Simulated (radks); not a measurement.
**Re⁵⁷⁺ in [Ar]: an all-electron calculation**

Aim: the levels, the sizes of the orbitals and the parts of the energy of the rhenium ion Re57+.

Program: radks (a radial shooting solver on a logarithmic mesh, Libxc functionals) version 1. Level of theory: Dirac Kohn-Sham, OLYP, spin-unpolarised, spherical densities, finite nucleus. These are calculated values, not measurements, unless marked.

**1. What is computed**

- element: rhenium (Z = 75)
- charge: +57
- electrons: 18
- configuration: [Ar]
- nuclear rms radius: 5.3698 fm

The outer shells:

Re⁵⁷⁺
```
[Ne] core
3s [↑↓]
3p [↑↓][↑↓][↑↓]
```

**2. The run**

Settings of this run:

```text
Z 75
configuration [Ar] 4s0 3d0 4p0 4f0
relativity Dirac
functional optx,lyp
spin unpolarised
j_filling energy
nucleus finite rms 5.3698 fm
c 137.035999084
```

Run with:

```
> python run_ks.py task.json out
```

This one command runs every case of the session in turn.

Q: Predict the outcome of this run.

As calculated:

| quantity | value |
| --- | --- |
| total energy | -13356.8605 hartree |
| exchange-correlation share of it | 1.38 % |
| −T/E | 1.1584 |
| highest occupied level | 3p3/2, -5872.0 eV |
| most extended occupied level | 3p3/2, <r> = 0.185 bohr |
| radius at density 0.001 e/bohr³ | 0.576 bohr |
| maxima of the radial density | 3 |
| ionisation energy, NIST | 5919 (theory) eV |

What this shows: The radial density shows 3 maxima for 3 occupied principal shells. −T/E is 1.158: with relativity the kinetic term as defined here no longer equals −E. Minus the highest eigenvalue, 5872.0 eV, is 99 % of the tabulated ionisation energy (5919 eV). 
